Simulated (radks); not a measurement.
# Valence configurations of W⁺

NIST gives [Xe] 4f14 5d4 6s1 as the ground configuration of W⁺. Does this level of theory agree? Several fillings of the valence shells are run.

The numbers are computed with radks (a radial shooting solver on a logarithmic mesh, Libxc functionals) version 1 (Dirac Kohn-Sham, PBEsol, spin-unpolarised, spherical densities, point nucleus; open shells fill j = l - 1/2 first), except any that are marked as measured or tabulated.

## 1. The atom as given

| Property | Result |
| --- | --- |
| element | tungsten (Z = 74) |
| charge | +1 |
| electrons | 73 |
| configuration | [Xe] 4f14 5d4 6s1 |
| others tried | 4f13 5d4 6s2; 4f11 5d6 6s2; 4f12 5d6 6s1; 4f14 5d4 6p1; 4f10 5d7 6s2; 4f14 5d3 6s2; 4f14 5d5; 4f13.5 5d4 6s1 6p0.5; 4f13 5d4 6s1 6p1 |

## 2. [Xe] 4f14 5d4 6s1

The run's settings:

```text
Z 74
configuration [Xe] 4f14 5d4 6s1
relativity Dirac
functional pbe_sol,pbe_sol
spin unpolarised
j_filling energy
nucleus point
c 137.035999084
```

## 3. [Xe] 4f13 5d4 6s2

Changes since step 2:

```diff
@@ -1,3 +1,3 @@
 Z 74
-configuration [Xe] 4f14 5d4 6s1
+configuration [Xe] 4f13 5d4 6s2
 relativity Dirac
```

## 4. [Xe] 4f11 5d6 6s2

Changes since step 3:

```diff
@@ -1,3 +1,3 @@
 Z 74
-configuration [Xe] 4f13 5d4 6s2
+configuration [Xe] 4f11 5d6 6s2
 relativity Dirac
```

## 5. [Xe] 4f12 5d6 6s1

Changes since step 4:

```diff
@@ -1,3 +1,3 @@
 Z 74
-configuration [Xe] 4f11 5d6 6s2
+configuration [Xe] 4f12 5d6 6s1
 relativity Dirac
```

## 6. [Xe] 4f14 5d4 6p1

Changes since step 5:

```diff
@@ -1,3 +1,3 @@
 Z 74
-configuration [Xe] 4f12 5d6 6s1
+configuration [Xe] 4f14 5d4 6p1
 relativity Dirac
```

## 7. [Xe] 4f10 5d7 6s2

Changes since step 6:

```diff
@@ -1,3 +1,3 @@
 Z 74
-configuration [Xe] 4f14 5d4 6p1
+configuration [Xe] 4f10 5d7 6s2
 relativity Dirac
```

## 8. [Xe] 4f14 5d3 6s2

Changes since step 7:

```diff
@@ -1,3 +1,3 @@
 Z 74
-configuration [Xe] 4f10 5d7 6s2
+configuration [Xe] 4f14 5d3 6s2
 relativity Dirac
```

## 9. [Xe] 4f14 5d5

Changes since step 8:

```diff
@@ -1,3 +1,3 @@
 Z 74
-configuration [Xe] 4f14 5d3 6s2
+configuration [Xe] 4f14 5d5
 relativity Dirac
```

## 10. [Xe] 4f13.5 5d4 6s1 6p0.5

Changes since step 9:

```diff
@@ -1,3 +1,3 @@
 Z 74
-configuration [Xe] 4f14 5d5
+configuration [Xe] 4f13.5 5d4 6s1 6p0.5
 relativity Dirac
```

## 11. [Xe] 4f13 5d4 6s1 6p1

Changes since step 10:

```diff
@@ -1,3 +1,3 @@
 Z 74
-configuration [Xe] 4f13.5 5d4 6s1 6p0.5
+configuration [Xe] 4f13 5d4 6s1 6p1
 relativity Dirac
```

**Question.** What will these runs give? Wanted: for each run, valence; E − E(NIST configuration); highest level; its energy; 1s shift.

As calculated:

```tsv
valence	E − E(NIST configuration) (eV)	highest level	its energy (eV)	1s shift (eV)
4f14 5d4 6s1	0.000	5d3/2	-11.954	+0.00
4f14 5d3 6s2	0.292	6s1/2	-13.090	-2.83
4f14 5d5	1.225	5d5/2	-9.665	+2.26
4f14 5d4 6p1	4.846	6p1/2	-7.929	-1.22
4f13.5 5d4 6s1 6p0.5	17.324	6p1/2	-8.033	-6.65
4f13 5d4 6s2	32.262	6s1/2	-13.436	-12.38
4f13 5d4 6s1 6p1	37.602	6p1/2	-8.761	-13.60
4f12 5d6 6s1	71.762	6s1/2	-12.715	-19.74
4f11 5d6 6s2	122.90	6s1/2	-14.048	-33.57
4f10 5d7 6s2	181.62	6s1/2	-14.289	-44.89
```

Theory agrees with NIST among these: the next, 4f14 5d3 6s2, lies 0.292 eV higher. The energies are those of spherical spin-averaged densities, not of single terms. The 1s eigenvalue shifts by up to 44.89 eV as the valence charge is rearranged.
